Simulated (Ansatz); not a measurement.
# C5F5N: energies up the ladder, part 2 of 2

Aim: energies up the ladder, for C5F5N, with the cost of each level.

Ansatz 0.2.0, Gaussian bases. The steps go on from the part before.

## 6. Single point, PBE-D4/def2-TZVPP

The input, input.yaml:

```yaml
crystal:
  periodic: [false, false, false]
  atoms:
    - { symbol: F, position_ang: [2.34142919, -1.52677237, 0.01077094] }
    - { symbol: C, position_ang: [1.1808804, -0.89965361, 0.01253175] }
    - { symbol: "N", position_ang: [0.09943384, -1.62563739, 0.08529446] }
    - { symbol: C, position_ang: [-1.06273298, -1.03299268, 0.08897762] }
    - { symbol: F, position_ang: [-2.13836755, -1.7930093, 0.16340585] }
    - { symbol: C, position_ang: [-1.22024196, 0.34064476, 0.01927688] }
    - { symbol: F, position_ang: [-2.41035276, 0.91439901, 0.02484202] }
    - { symbol: C, position_ang: [-0.06790707, 1.10800451, -0.05791211] }
    - { symbol: F, position_ang: [-0.14812701, 2.4184577, -0.12656365] }
    - { symbol: C, position_ang: [1.16968174, 0.48267971, -0.06214393] }
    - { symbol: F, position_ang: [2.28117415, 1.19321964, -0.13498983] }
basis:
  gaussian: { orbitals: def2-TZVPP }
hamiltonian:
  xc: pbe
  dispersion: d4
```

Run with:

```
ansatz run input.yaml --threads 4 --pin off --max-ram 10240MiB --backend cpu --events-out ev --progress --plain --runs-dir out
```

Output:

```text
Warning: RAYON_NUM_THREADS=4 ignored (pool sized by the plan → 4); use --threads N
Engine: ansatz 0.2.0, x86_64-unknown-linux-gnu
Functional definition: PBE
  parameter kappa = 0.804
  parameter beta = 0.06672455060314922
  exchange = pbe_x(kappa = kappa, mu = beta*pi^2/3)
  correlation = pbe_c(beta = beta)
1835 factors; their error is unknown
mean field evaluation 1: about -20237.3986 eV, gradient 6.7e1 eV
mean field evaluation 2: about -20220.9753 eV, gradient 1.0e2 eV
mean field evaluation 4: about -20246.0099 eV, gradient 8.1e0 eV
mean field evaluation 8: about -20246.1609 eV, gradient 7.6e-2 eV
mean field evaluation 16: about -20246.1243 eV, gradient 9.3e-4 eV
mean field -20246.12432434 eV, -744.0313456034 hartree, gradient 2.8e-5 eV, S^2 0.000000; 0 other end points of the search recorded, 0 dependent functions left out
reference -20246.12435424 eV, -744.0313467024 hartree; 41, 41 occupied and 300, 300 virtual orbitals, 1835 factors
Total energy: -20246.45768116 eV, -744.0435962406 hartree
```

Run time: 5.2 s. Hardware: 4 threads of Intel Xeon Platinum 8488C (Sapphire Rapids), shared host; peak memory 0.59 GiB.

## 7. Single point, r2SCAN-D4/def2-TZVPP

input.yaml: that of step 6 with these lines changed.

```diff
@@ -17,3 +17,3 @@
 hamiltonian:
-  xc: pbe
+  xc: r2scan
   dispersion: d4
```

Run with:

```
ansatz run input.yaml --threads 4 --pin off --max-ram 10240MiB --backend cpu --events-out ev --progress --plain --runs-dir out
```

Output:

```text
Warning: RAYON_NUM_THREADS=4 ignored (pool sized by the plan → 4); use --threads N
[... 1 set-up line as earlier in the session ...]
Functional definition: r2SCAN
  parameter k0 = 0.174
  parameter k1 = 0.065
  parameter a1 = 4.9479
  exchange = r2scan_x(k0 = k0, k1 = k1, a1 = a1)
  correlation = r2scan_c
1835 factors; their error is unknown
mean field evaluation 1: about -20250.8394 eV, gradient 6.0e1 eV
mean field evaluation 2: about -20243.4901 eV, gradient 7.8e1 eV
mean field evaluation 4: about -20257.3720 eV, gradient 5.5e0 eV
mean field evaluation 8: about -20257.4416 eV, gradient 5.0e-2 eV
mean field evaluation 16: about -20257.4162 eV, gradient 4.2e-4 eV
mean field -20257.41620670 eV, -744.4463146264 hartree, gradient 2.9e-5 eV, S^2 0.000000; 0 other end points of the search recorded, 0 dependent functions left out
reference -20257.41621479 eV, -744.4463149238 hartree; 41, 41 occupied and 300, 300 virtual orbitals, 1835 factors
Total energy: -20257.50224612 eV, -744.4494765166 hartree
```

Wall time 8.3 s (4 threads of Intel Xeon Platinum 8488C (Sapphire Rapids), shared host); peak memory 0.62 GiB.

## 8. Single point, B3LYP-D4/def2-TZVPP

input.yaml: that of step 7 with these lines changed.

```diff
@@ -17,3 +17,3 @@
 hamiltonian:
-  xc: r2scan
+  xc: { name: B3LYP }
   dispersion: d4
```

Run with:

```
ansatz run input.yaml --threads 4 --pin off --max-ram 10240MiB --backend cpu --events-out ev --progress --plain --runs-dir out
```

Output:

```text
Warning: RAYON_NUM_THREADS=4 ignored (pool sized by the plan → 4); use --threads N
[... 1 set-up line as earlier in the session ...]
Functional definition: B3LYP
  parameter a0 = 0.2
  parameter ax = 0.72
  parameter ac = 0.81
  exchange = (1 - a0 - ax)*slater_x + ax*b88_x + a0*exact_x
  correlation = (1 - ac)*vwn_rpa_c + ac*lyp_c
1835 factors; their error is unknown
mean field evaluation 1: about -20260.3242 eV, gradient 5.8e1 eV
mean field evaluation 2: about -20256.8646 eV, gradient 6.8e1 eV
mean field evaluation 4: about -20266.0672 eV, gradient 3.9e0 eV
mean field evaluation 8: about -20266.0954 eV, gradient 3.9e-1 eV
mean field evaluation 16: about -20266.1407 eV, gradient 1.2e-3 eV
mean field -20266.14072328 eV, -744.7669346968 hartree, gradient 6.3e-5 eV, S^2 0.000000; 0 other end points of the search recorded, 0 dependent functions left out
reference -20266.14095047 eV, -744.7669430462 hartree; 41, 41 occupied and 300, 300 virtual orbitals, 1835 factors
Total energy: -20266.67292928 eV, -744.7864929066 hartree
```

Wall time 7.3 s (4 threads of Intel Xeon Platinum 8488C (Sapphire Rapids), shared host); peak memory 0.97 GiB.

## 9. Single point, wB97M-V/def2-TZVPP

input.yaml: that of step 8 with these lines changed.

```diff
@@ -17,3 +17,2 @@
 hamiltonian:
-  xc: { name: B3LYP }
-  dispersion: d4
+  xc: { name: wB97M-V }
```

Run with:

```
ansatz run input.yaml --threads 4 --pin off --max-ram 10240MiB --backend cpu --events-out ev --progress --plain --runs-dir out
```

Output, cut to the lines that bear on the results:

```text
Warning: RAYON_NUM_THREADS=4 ignored (pool sized by the plan → 4); use --threads N
[...]
Functional definition: wB97M-V
[...]
  gx(w, u) = 1 - cx + cx01*u + cx10*w
  gss(w, u) = css00 + css04*u^4 + css10*w + css20*w^2 + css43*w^4*u^3
  gos(w, u) = cos00 + cos10*w + (cos20 + cos21*u)*w^2 + (cos60 + cos61*u)*w^6
[...]
      + integral(e_c_pw_mod_opposite_spin*gos(b97_w_opposite, b97_u_opposite)) + vv10(b, c)
1835 factors; their error is unknown
359 factors; integrals over basis functions are off by at most 5.3e-6 eV
[...]
mean field -20261.52718100 eV, -744.5973901452 hartree, gradient 2.8e-5 eV, S^2 0.000000; 0 other end points of the search recorded, 0 dependent functions left out
reference -20261.52721724 eV, -744.5973914773 hartree; 41, 41 occupied and 300, 300 virtual orbitals, 1835 factors
Total energy: -20261.52721724 eV, -744.5973914773 hartree
```

It took 17 s on 4 threads of Intel Xeon Platinum 8488C (Sapphire Rapids), shared host; peak memory 1.3 GiB.

## 10. Single point, B2PLYP/def2-TZVPP

input.yaml: that of step 9 with these lines changed.

```diff
@@ -17,2 +17,2 @@
 hamiltonian:
-  xc: { name: wB97M-V }
+  xc: { name: B2PLYP }
```

Run with:

```
ansatz run input.yaml --threads 4 --pin off --max-ram 10240MiB --backend cpu --events-out ev --progress --plain --runs-dir out
```

Output, cut to the lines that bear on the results:

```text
Warning: RAYON_NUM_THREADS=4 ignored (pool sized by the plan → 4); use --threads N
[...]
Functional definition: B2PLYP
[...]
2274 factors; integrals over basis functions are off by at most 9.5e-4 eV
[...]
mean field -20234.66251899 eV, -743.6101320262 hartree, gradient 2.6e-6 eV, S^2 0.000000; 0 other end points of the search recorded, 0 dependent functions left out
11 core orbitals not correlated: weight in the atoms' cores, before any rotation towards them, 1.000 or more for the frozen orbitals, at most 0.000 for the correlated occupied ones
reference -20234.66266541 eV, -743.6101374067 hartree; 30, 30 occupied and 300, 300 virtual orbitals, 2274 factors
second order -70.80159714 eV of doubles, -0.00000000 eV of singles
Total energy: -20253.77909663 eV, -744.3126532967 hartree
```

It took 17 s on 4 threads of Intel Xeon Platinum 8488C (Sapphire Rapids), shared host; peak memory 1.5 GiB.

## 11. Single point, PBE0-D4/def2-TZVPP

input.yaml: that of step 10 with these lines changed.

```diff
@@ -17,2 +17,3 @@
 hamiltonian:
-  xc: { name: B2PLYP }
+  xc: pbe0
+  dispersion: d4
```

Run with:

```
ansatz run input.yaml --threads 4 --pin off --max-ram 10240MiB --backend cpu --events-out ev --progress --plain --runs-dir out
```

Output:

```text
Warning: RAYON_NUM_THREADS=4 ignored (pool sized by the plan → 4); use --threads N
[... 2 set-up lines as earlier in the session ...]
  parameter a = 0.25
[... 2 set-up lines as earlier in the session ...]
  exchange = (1 - a)*pbe_x(kappa = kappa, mu = beta*pi^2/3) + a*exact_x
[... 1 set-up line as earlier in the session ...]
1835 factors; their error is unknown
mean field evaluation 1: about -20241.3324 eV, gradient 5.2e1 eV
mean field evaluation 2: about -20239.6102 eV, gradient 5.6e1 eV
mean field evaluation 4: about -20245.8447 eV, gradient 3.1e0 eV
mean field evaluation 8: about -20245.8636 eV, gradient 2.9e-1 eV
mean field evaluation 16: about -20245.9327 eV, gradient 5.7e-4 eV
mean field -20245.93271064 eV, -744.0243039298 hartree, gradient 2.0e-5 eV, S^2 0.000000; 0 other end points of the search recorded, 0 dependent functions left out
reference -20245.93273314 eV, -744.0243047570 hartree; 41, 41 occupied and 300, 300 virtual orbitals, 1835 factors
Total energy: -20246.21307621 eV, -744.0346071746 hartree
```

It took 6.2 s on 4 threads of Intel Xeon Platinum 8488C (Sapphire Rapids), shared host; peak memory 0.97 GiB.

## 12. Single point, LDA/def2-TZVPP

input.yaml: that of step 11 with these lines changed.

```diff
@@ -17,3 +17,2 @@
 hamiltonian:
-  xc: pbe0
-  dispersion: d4
+  xc: lda
```

Run with:

```
ansatz run input.yaml --threads 4 --pin off --max-ram 10240MiB --backend cpu --events-out ev --progress --plain --runs-dir out
```

Output:

```text
Warning: RAYON_NUM_THREADS=4 ignored (pool sized by the plan → 4); use --threads N
[... 1 set-up line as earlier in the session ...]
Functional definition: SPW92
  exchange = slater_x
  correlation = pw_c
1835 factors; their error is unknown
mean field evaluation 1: about -20113.9996 eV, gradient 6.8e1 eV
mean field evaluation 2: about -20095.0044 eV, gradient 1.1e2 eV
mean field evaluation 4: about -20122.9437 eV, gradient 8.9e0 eV
mean field evaluation 8: about -20123.1289 eV, gradient 8.2e-2 eV
mean field evaluation 16: about -20123.0954 eV, gradient 8.0e-4 eV
mean field -20123.09544761 eV, -739.5101177758 hartree, gradient 2.1e-5 eV, S^2 0.000000; 0 other end points of the search recorded, 0 dependent functions left out
reference -20123.09547573 eV, -739.5101188091 hartree; 41, 41 occupied and 300, 300 virtual orbitals, 1835 factors
Total energy: -20123.09547573 eV, -739.5101188091 hartree
```

Wall time 2.5 s (4 threads of Intel Xeon Platinum 8488C (Sapphire Rapids), shared host); peak memory 0.59 GiB.

## 13. Single point, PBE0-D4/def2-SVP

input.yaml: that of step 12 with these lines changed.

```diff
@@ -15,4 +15,5 @@
 basis:
-  gaussian: { orbitals: def2-TZVPP }
+  gaussian: { orbitals: def2-SVP }
 hamiltonian:
-  xc: lda
+  xc: pbe0
+  dispersion: d4
```

Run with:

```
ansatz run input.yaml --threads 4 --pin off --max-ram 10240MiB --backend cpu --events-out ev --progress --plain --runs-dir out
```

Output, cut to the lines that bear on the results:

```text
Warning: RAYON_NUM_THREADS=4 ignored (pool sized by the plan → 4); use --threads N
[... 7 set-up lines as earlier in the session ...]
1702 factors; their error is unknown
mean field evaluation 1: about -20218.8291 eV, gradient 4.2e1 eV
mean field evaluation 2: about -20217.2456 eV, gradient 4.9e1 eV
mean field evaluation 4: about -20222.0447 eV, gradient 2.9e0 eV
mean field evaluation 8: about -20222.0614 eV, gradient 8.6e-2 eV
mean field evaluation 16: about -20222.0582 eV, gradient 8.0e-5 eV
mean field -20222.05823973 eV, -743.1469333066 hartree, gradient 8.0e-5 eV, S^2 0.000000; 0 other end points of the search recorded, 0 dependent functions left out
reference -20222.05825282 eV, -743.1469337878 hartree; 41, 41 occupied and 113, 113 virtual orbitals, 1702 factors
Total energy: -20222.33859589 eV, -743.1572362054 hartree
```

Wall time 2.2 s (4 threads of Intel Xeon Platinum 8488C (Sapphire Rapids), shared host); peak memory 0.4 GiB.

## 14. Single point, PBE-D4/def2-SVP

input.yaml: that of step 13 with these lines changed.

```diff
@@ -17,3 +17,3 @@
 hamiltonian:
-  xc: pbe0
+  xc: pbe
   dispersion: d4
```

Run with:

```
ansatz run input.yaml --threads 4 --pin off --max-ram 10240MiB --backend cpu --events-out ev --progress --plain --runs-dir out
```

Output, cut to the lines that bear on the results:

```text
Warning: RAYON_NUM_THREADS=4 ignored (pool sized by the plan → 4); use --threads N
[... 6 set-up lines as earlier in the session ...]
1702 factors; their error is unknown
mean field evaluation 1: about -20216.6003 eV, gradient 5.3e1 eV
mean field evaluation 2: about -20207.2004 eV, gradient 8.0e1 eV
mean field evaluation 4: about -20222.3232 eV, gradient 6.1e0 eV
mean field evaluation 8: about -20222.4115 eV, gradient 5.1e-2 eV
mean field evaluation 16: about -20222.2738 eV, gradient 5.8e-4 eV
mean field -20222.27381575 eV, -743.1548555794 hartree, gradient 1.8e-5 eV, S^2 0.000000; 0 other end points of the search recorded, 0 dependent functions left out
reference -20222.27383343 eV, -743.1548562290 hartree; 41, 41 occupied and 113, 113 virtual orbitals, 1702 factors
Total energy: -20222.60716034 eV, -743.1671057671 hartree
```

Wall time 1.7 s (4 threads of Intel Xeon Platinum 8488C (Sapphire Rapids), shared host); peak memory 0.22 GiB.

## 15. Geometries side by side

| level | F1–C2 (Å) | C2–N3 (Å) | C2–C10 (Å) | rotational constants (MHz) | dipole (D) | highest frequency (cm⁻¹) | CPU time |
| --- | --- | --- | --- | --- | --- | --- | --- |
| PBE0-D4/def2-TZVP | 1.3191 | 1.3046 | 1.3844 | 1493.4, 1083.6, 627.98 | 1.06 | - | 3.5 min |
| PBE0-D4/def2-SVP | 1.3154 | 1.3074 | 1.3939 | 1488.1, 1077.8, 625.09 | 1.09 | 1738 | 70 s |

Constants are for the commonest isotopes at the equilibrium geometry; times are CPU times of the relaxations.

## 16. Total energies

| level | energy (eV) | CPU time |
| --- | --- | --- |
| PBE-D4/def2-TZVPP | -20246.4577 | 16 s |
| r2SCAN-D4/def2-TZVPP | -20257.5022 | 28 s |
| B3LYP-D4/def2-TZVPP | -20266.6729 | 24 s |
| wB97M-V/def2-TZVPP | -20261.5272 | 60 s |
| B2PLYP/def2-TZVPP | -20253.7791 | 60 s |
| PBE0-D4/def2-TZVPP | -20246.2131 | 22 s |
| LDA/def2-TZVPP | -20123.0955 | 8 s |
| PBE0-D4/def2-SVP | -20222.3386 | 7.3 s |
| PBE-D4/def2-SVP | -20222.6072 | 5.7 s |

## 17. Results

What follows sums up all 2 parts.

| quantity | value |
| --- | --- |
| F1–C2 at PBE0-D4/def2-SVP | 1.315 Å |
| C2–N3 at PBE0-D4/def2-SVP | 1.307 Å |
| C2–C10 at PBE0-D4/def2-SVP | 1.394 Å |
| frequencies at PBE0-D4/def2-SVP | 120 to 1738 cm⁻¹ |
| energy at PBE-D4/def2-SVP | -20222.607 eV |

What this shows: The F–C distance spreads over 0.004 Å, from PBE0-D4/def2-SVP (shortest) to PBE0-D4/def2-TZVP. The geometry at PBE0-D4/def2-SVP gives a rotational constant C of 625.09 MHz for the commonest isotopes; measured is 623.112 MHz (quoted in “Perfluorination of Aromatic Compounds Reinforce Their van der Waals Interactions with Rare Gases: The Rotational Spectrum of Pentafluoropyridine-Ne”, 2021, pmc:8746256), a miss of +0.3 %. Ground-state constants hold zero-point motion. The misses by level: PBE0-D4/def2-TZVP +0.8 % (3.5 min); PBE0-D4/def2-SVP +0.3 % (70 s). No mode is imaginary, so the geometry is a minimum. These totals serve in differences with atoms or fragments at the same level; alone they don't rank the methods.
